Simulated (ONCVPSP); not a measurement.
# Rhodium: generating and testing an ONCV potential

Do these settings give a usable potential? It is generated, then checked for transferability, scattering, ghosts and hardness.

The numbers are computed with ONCVPSP 4.0.1 (LDA (Perdew-Wang 92), scalar-relativistic, spin-unpolarised reference atom).

**1. Settings**

The settings as typed:

* element: rhodium (Rh, Z = 45)
* type: optimised norm-conserving Vanderbilt (ONCV)
* frozen core: [Ar] 3d10
* valence charge: 17
* reference configuration: 4s2 4p6 4d7 5s2
* partial waves: 4s+5s: rc 1.65 bohr, ncon 4, nbas 8, qcut 8.3 1/bohr, 2 projectors; 4p: rc 1.10 bohr, ncon 3, nbas 7, qcut 7 1/bohr, 3 projectors, debl 3 Ha; 4d: rc 2.15 bohr, ncon 4, nbas 8, qcut 8.5 1/bohr, 1 projector; f scattering state at 0.03 Ha: rc 1.80 bohr, ncon 4, nbas 9, qcut 5.9 1/bohr, 2 projectors, debl 3.5 Ha
* local potential: polynomial inside 0.75 bohr (lpopt 5, dvloc0 3 Ha)
* core correction: Teter function, fcfact 4, rcfact 1.35

**2. Generating the potential**

Contents of Rh.dat:

```
# ATOM AND REFERENCE CONFIGURATION
# atsym  z   nc   nv     iexc    psfile
  Rh 45.00    6    4  -001012      upf
#
#   n    l    f
    1    0    2.00
    2    0    2.00
    2    1    6.00
    3    0    2.00
    3    1    6.00
    3    2   10.00
    4    0    2.00
    4    1    6.00
    4    2    7.00
    5    0    2.00
#
# PSEUDOPOTENTIAL AND OPTIMIZATION
# lmax
    3
#
#   l,   rc,      ep,       ncon, nbas, qcut
    0    1.65    0.00    4    8    8.30
    1    1.10    0.00    3    7    7.00
    2    2.15    0.00    4    8    8.50
    3    1.80    0.03    4    9    5.90
#
# LOCAL POTENTIAL
# lloc, lpopt,  rc(5),   dvloc0
    4    5    0.75    3.00
#
# VANDERBILT-KLEINMAN-BYLANDER PROJECTORs
# l, nproj, debl
    0    2    1.70
    1    3    3.00
    2    1    0.40
    3    2    3.50
#
# MODEL CORE CHARGE
# icmod, fcfact, rcfact
    3    4.00    1.35
#
# LOG DERIVATIVE ANALYSIS
# epsh1, epsh2, depsh
   -5.00    5.00    0.04
#
# OUTPUT GRID
# rlmax, drl
    6.00    0.01
#
# TEST CONFIGURATIONS
# ncnf
    4
# nvcnf
#   n    l    f
    4
    4    0    2.00
    4    1    6.00
    4    2    8.00
    5    0    1.00
#
    4
    4    0    2.00
    4    1    6.00
    4    2    8.00
    5    0    0.00
#
    4
    4    0    2.00
    4    1    6.00
    4    2    7.00
    5    0    0.00
#
    4
    4    0    2.00
    4    1    5.00
    4    2    8.00
    5    0    1.00
#
```

Launch:

```bash
$ oncvpsp.x < Rh.dat > Rh.out
```

**Question.** What will these runs give? Wanted: cutoffs for 1 and 0.1 mHa per electron, occupied waves; bound ghosts; GHOST(+) flags; largest test error; largest phase difference near zero energy, channels read; rms error of d²Exc/dn², without and with the model core.

**Answer**, as computed:

```
                                                quantity                           value
  cutoffs for 1 and 0.1 mHa per electron, occupied waves                83 Ha and 177 Ha
                                            bound ghosts  s at -17.70 eV, f at -37.80 eV
                                          GHOST(+) flags                    p at 4142 eV
                            largest test error (AE − PS)    -94 meV, for 4s2 4p5 4d8 5s1
largest phase difference near zero energy, channels read                       0.007 rad
 rms error of d²Exc/dn², without and with the model core               3.78 and 0.43 mHa
```

It has a bound ghost (s, f), a state that the atom doesn't have, and that rules the file out. The worst unpolarised test, 4s2 4p5 4d8 5s1, is off by 94 meV on 54.4 eV; by total energies transferability rates as fair. That test lies far up in energy; among those under 40 eV, nearer to bonding, the largest error is 5.3 meV. The potential is very hard: the looser tolerance needs 83 Ha. At the looser tolerance the 4p wave is the slowest; 4s needs 22 Ha. Near zero energy the phases of the channels with partial waves agree within 0.007 rad. The pseudo curves have poles with no partner nearby in the atom's: s at -0.65 Ha, f at -1.36 Ha. The program also flags highly localised states, GHOST(+) (p). These are tests on the free atom; a crystal test is still owed.
